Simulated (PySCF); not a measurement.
# The bond of RbSi, level by level

One job finds the state of RbSi, follows it along the bond with each method and fits the curves.

Computed with PySCF 2.14.0. Level: Rb def2-SVPD with ECP28, Si def2-SVPD, scalar-relativistic core potentials.

## (1) Input

The job is set up so:

```json
{"atoms": "Rb, Si", "charge": "0", "basis": "Rb def2-SVPD with ECP28, Si def2-SVPD", "Hamiltonian": "scalar-relativistic core potentials", "basis functions": "51", "electrons treated": "23", "masses in u": "84.9118, 27.9769", "levels": "PBE0, PBE, r²SCAN, M06-L, r²SCANh, TPSS, CAM-B3LYP, HF, MP2, SCS-MP2, CCSD, CCSD(T)", "grid": "80 radial by 434 angular points", "occupations": "held fixed by the projection of orbital angular momentum", "dissociation limit": "Rb + Si, each in its ground configuration", "starting distance in angstrom": "3.175", "values of 2S to try": "1, 3"}
```

Command:

```
$ OMP_NUM_THREADS=1 python dia.py task.json out
```

Further steps of the session: PBE0 along the bond; Excited determinants; PBE (GGA); r²SCAN (meta-GGA); M06-L (meta-GGA); r²SCANh (hybrid meta-GGA); TPSS; CAM-B3LYP (range-separated hybrid); UHF (mean field); Adding correlation.

What does the calculation give? Wanted: for each run, Re; ωe; De; μ.

The runs gave:

Lowest PBE0 solution found, without spin–orbit coupling: ⁴Σ⁻ (quartet), unpaired electrons σ ↑, π ↑↑. State 2 has its PBE0 minimum 0.45 eV higher, as a spin-mixed determinant (⟨S²⟩ = 1.77), so this is no gap between pure states. State 3 has its PBE0 minimum 0.48 eV higher, as a spin-mixed determinant (⟨S²⟩ = 1.77), so this is no gap between pure states. State 4 has its PBE0 minimum 0.83 eV higher. The other levels ran on the lowest alone.

```tsv
level	Re (Å)	ωe (cm⁻¹)	De (eV)	μ (D)
UHF	3.307	171.3	1.09	-11.66
UHF-MP2	3.247	176.8	1.43	n/a
UHF-SCS-MP2	3.255	176.1	1.30	n/a
UHF-CCSD	3.255	175.1	1.33	n/a
UHF-CCSD(T)	3.253	174.7	1.37	n/a
PBE	3.229	166.1	1.58	-9.01
TPSS	3.235	169.1	1.69	-9.71
r²SCAN	3.237	172.4	1.70	-10.26
M06-L	3.217	182.4	2.06	-11.24
r²SCANh	3.231	174.1	1.68	-10.39
PBE0	3.215	173.7	1.57	-9.92
CAM-B3LYP	3.215	175.6	1.31	-10.14
```

De is counted to Rb + Si in their ground configurations. A positive dipole means Rb(−)Si(+).

Differences from CCSD(T) in the same basis:

```tsv
level	Re (mÅ)	ωe (%)
UHF	+53	-2.0
UHF-MP2	-7	+1.2
UHF-SCS-MP2	+1	+0.8
UHF-CCSD	+1	+0.2
PBE	-25	-4.9
TPSS	-18	-3.2
r²SCAN	-16	-1.3
M06-L	-36	+4.4
r²SCANh	-22	-0.3
PBE0	-39	-0.6
CAM-B3LYP	-39	+0.5
```

Judged by CCSD(T) in the same basis: best bond length UHF-SCS-MP2 and UHF-CCSD (+1 mÅ), worst UHF (+53 mÅ); best wavenumber UHF-CCSD (+0.2 %), worst PBE (-4.9 %). CCSD(T) in a basis this small is itself some way from its limit, more so than the functionals. Of the levels with a De here, UHF gives the least (1.09 eV) and M06-L the most (2.06 eV).

Correlated steps freeze 5 core orbitals. Spin–orbit coupling is left out.
